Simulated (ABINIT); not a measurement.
A run of ABINIT 10.8.3 (patched build) is set up as follows.

The input run.abi:

```
# Datasets: one volume each
ndtset 7
getwfk -1
scalecart1 3*0.9795861087
scalecart2 3*0.9864848297
scalecart3 3*0.9932883884
scalecart4 3*1.0000000000
scalecart5 3*1.0066227096
scalecart6 3*1.0131594038
scalecart7 3*1.0196128224

# Pseudopotentials
pp_dirpath "./"
pseudos "Ag.GGA_PBE-JTH.xml, As.GGA_PBE-JTH.xml"

# Structure
acell 3*1.0
rprim
     9.4323449634     0.0000000000     0.0000000000
     0.0000000000     5.5950803228     0.0000000000
     0.0000000000     0.0000000000     9.7749844351
ntypat 2
znucl 47 33
natom 4
typat 1 1 2 2
xred
     0.7500000000     0.0000000000     0.1647710000
     0.2500000000     0.0000000000     0.8352290000
     0.2500000000     0.5000000000     0.3343550000
     0.7500000000     0.5000000000     0.6656450000
chkprim 0
chksymtnons 0
tolsym 1.0e-6

# Plane-wave basis
ecut 462.593566 eV
pawecutdg 34.0
pawxcdev 0

# k points
kptopt 1
ngkpt 6 9 5
nshiftk 1
shiftk 0.0 0.0 0.0

# Exchange and correlation
ixc 11

# Bands and occupations
nband 32
occopt 3
tsmear 0.05 eV

# SCF cycle
nstep 100
tolvrs 1.0e-9

# Output
iomode 3
prtwf 1
prtden 0
prteig 0
prtebands 0
enunit 1
```

Potentials or basis: JTH PAW PBE v2.0.

Command:

```bash
$ abinit run.abi > log 2>&1
```

(1) Estimate the equilibrium volume.

(2) Estimate the bulk modulus at fixed shape and positions.

(3) Estimate the pressure derivative of the bulk modulus.

Answers

(1) 18.92 Å³/atom.

(2) 85 GPa.

(3) 4.9 (rough: it moves with the points fitted).

Caveat: pressures at fixed basis lie under the slope of the energies; the cell was scaled at fixed shape and fractional positions, which overstates the stiffness of a crystal with free parameters, most of all of layers and chains.
